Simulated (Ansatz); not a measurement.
# CoF3: the cost of one run

Method: DFT unrestricted B3LYP, scalar-relativistic (X2C), Gaussian basis x2c-TZVPPall, and further levels as typed in the inputs, in Ansatz 0.2.0.

3 further runs of the same task are left out: 3 that didn't finish.

**1. The system as given**

Bond lengths: Co1–F2 1.727 Å, Co1–F3 1.736 Å, Co1–F4 1.717 Å. Angles: F2–Co1–F3 98.8°, F2–Co1–F4 100.4°, F3–Co1–F4 160.8°.

As a file:

```xyz
4

Co    0.0133   -0.0077   -0.0032
F    -0.0099    1.7193   -0.0144
F    -1.6981   -0.2975   -0.0163
F     1.7059   -0.2936    0.0189
```

**2. Relaxing the atoms: CoF3**

Input file input.yaml:

```yaml
relax:
  f_tol: 0.001
  max_steps: 200
crystal:
  periodic: [false, false, false]
  atoms:
    - { symbol: Co, position_ang: [0.013292, -0.0077, -0.003163] }
    - { symbol: F, position_ang: [-0.009908, 1.719292, -0.014387] }
    - { symbol: F, position_ang: [-1.698073, -0.297454, -0.016264] }
    - { symbol: F, position_ang: [1.705913, -0.293623, 0.018893] }
magnetization:
  spin_polarized: true
  initial_magnetization: 2
basis:
  gaussian: { orbitals: x2c-TZVPPall }
hamiltonian:
  xc: { name: B3LYP }
output:
  orbitals: {}
```

The run is started by

```console
$ ansatz run input.yaml --threads 4 --pin off --max-ram 8192MiB --backend cpu --events-out ev --progress --plain --runs-dir out
```

Q: Estimate wall time and peak memory on 4 threads of Arm Neoverse N1, shared host.

About 10 min, with a peak of 0.69 GiB.
